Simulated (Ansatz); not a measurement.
What does this script print? It uses the Ansatz DFT code, driven from Python.

`relaxed_scan_cuh3o2.py`
```python
"""Relaxed scan of one distance in CuH3O2."""

import warnings

import ansatz as az
import numpy as np

GEOMETRY = """
O    -1.76360   -0.66860   -0.39040
Cu    0.30660   -1.26130    0.24020
O     1.21340    0.26770    0.52220
H    -1.57080    0.28530   -0.78760
H     1.22360    0.31540   -0.47000
H     0.63290    0.99750    0.83940
"""


def main() -> None:
    warnings.simplefilter("ignore", az.DeckWarning)

    cuh3o2 = az.Crystal.molecule()
    for line in GEOMETRY.strip().splitlines():
        symbol, *xyz = line.split()
        cuh3o2 = cuh3o2.atom(symbol, [float(v) for v in xyz])

    job = (
        cuh3o2.calculation()
        .basis(gaussian="def2-SVP")
        .functional("hf")
        .accuracy("medium")
    )
    symbols = [site.symbol for site in cuh3o2.cartesian_sites]
    pairs = [(0, 1), (0, 3), (1, 2), (2, 4), (2, 5)]
    print("held (A)   E (eV)        ", "  ".join(f"{symbols[i]}{i}-{symbols[j]}{j}" for i, j in pairs))
    for length in [0.91, 0.99, 1.07, 1.19, 1.34]:
        report = job.relax(constraints=[az.DistanceConstraint((2, 4), at=length)], force_tolerance=0.02, max_steps=60).run().report
        xyz = np.array(report["positions_ang"])
        print(f"{length:6.2f} {report['free_energy_ev']:14.5f}  ", "  ".join(f"{np.linalg.norm(xyz[i] - xyz[j]):.3f}" for i, j in pairs))


if __name__ == "__main__":
    main()
```

```console
$ python relaxed_scan_cuh3o2.py
held (A)   E (eV)         O0-Cu1  O0-H3  Cu1-O2  O2-H4  O2-H5
  0.91   -48709.77903   1.824  0.943  2.041  0.910  0.947
  0.99   -48709.76560   1.824  0.943  2.038  0.990  0.947
  1.07   -48709.46324   1.824  0.943  2.038  1.070  0.948
  1.19   -48708.72951   1.824  0.944  2.037  1.190  0.949
  1.34   -48707.64354   1.824  0.943  2.035  1.340  0.950
```

These settings explore the input space; basis and method may be short of convergence. The energies are electronic: no zero-point or thermal terms, and the basis set is short of its limit. The script silences the warnings on its input, which a real study should read. Hardware and time: 120 s on 1 thread of Arm Neoverse V2 (shared host), peak memory 0.23 GiB.
